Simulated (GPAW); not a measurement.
Crystal: BiTe.

```xyz
2
Lattice="2.4227 1.3988 3.3173 -2.4227 1.3988 3.3173 0.0000 -2.7975 3.3173" Properties=species:S:1:pos:R:3 pbc="T T T"
Bi    0.0000    0.0000    4.9759
Te    0.0000    0.0000    0.0000
```

The cell comes from a database or a generator and needn't be the stable form of this composition.

Base run:

- Program: GPAW 26.7.0
- Functional: LDA
- Potentials or basis: the program's PAW data sets (release 1.2.1) made for this functional
- Cutoff: 600 eV
- Basis: pw
- k mesh: 6 × 6 × 6
- Occupations: fermi-dirac, width 0.05 eV
- Spin: no spin polarisation

Its results: pressure -3.9 GPa.

Q: The run is repeated on the same cell with these changes: functional from LDA to r2SCAN; potentials or basis from the program's PAW data sets (release 1.2.1) made for this functional to GPAW PAW data sets (gpaw-data 1.2.1); cutoff from 600 eV to 500 eV. What comes out?

A: Pressure -1.0 GPa.

Caveats: the cutoff is short for stress and forces, so pressures can be off by a GPa or more (some runs); the PAW data sets were made with another functional, which shifts forces and pressure a little (some runs).
